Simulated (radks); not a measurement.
# Ti⁴⁺ in [Ne] 3p6 4s2: an all-electron calculation

Aim: the levels, the sizes of the orbitals and the parts of the energy of the titanium ion Ti4+.

The numbers are computed with radks (a radial shooting solver on a logarithmic mesh, Libxc functionals) version 1 (non-relativistic Kohn-Sham, TPSS, spin-unpolarised, spherical densities, point nucleus), except any that are marked as measured or tabulated.

### Step 1. Starting point

- element: titanium (Z = 22)
- charge: +4
- electrons: 18
- configuration: [Ne] 3p6 4s2

Outer shells as boxes (Hund's rule):

Ti⁴⁺
```
[Ne] core
3p [↑↓][↑↓][↑↓]
4s [↑↓]
```

### Step 2. The calculation

Input:

```text
Z 22
configuration [Ne] 3p6 4s2 3s0 3d0
relativity non-relativistic
functional tpss,tpss
spin unpolarised
nucleus point
```

Launch:

```console
> python run_ks.py task.json out
```

This one command runs every case of the session in turn.

Q: Predict the outcome of this run.

As calculated:

```
                        quantity                value
                    total energy   -839.92577 hartree
exchange-correlation share of it               4.68 %
                            −T/E               0.9992
          highest occupied level       4s, -43.588 eV
    most extended occupied level  4s, <r> = 2.24 bohr
 radius at density 0.001 e/bohr³            3.65 bohr
    maxima of the radial density                    3
```

What this shows: The radial density shows 3 maxima for 4 occupied principal shells; where shells overlap, one shows as a shoulder or not at all. −T/E = 0.9992, near the virial value of 1. This is not the tabulated ground configuration, so its levels and sizes aren't those of the ground state, and no measured value stands beside it.
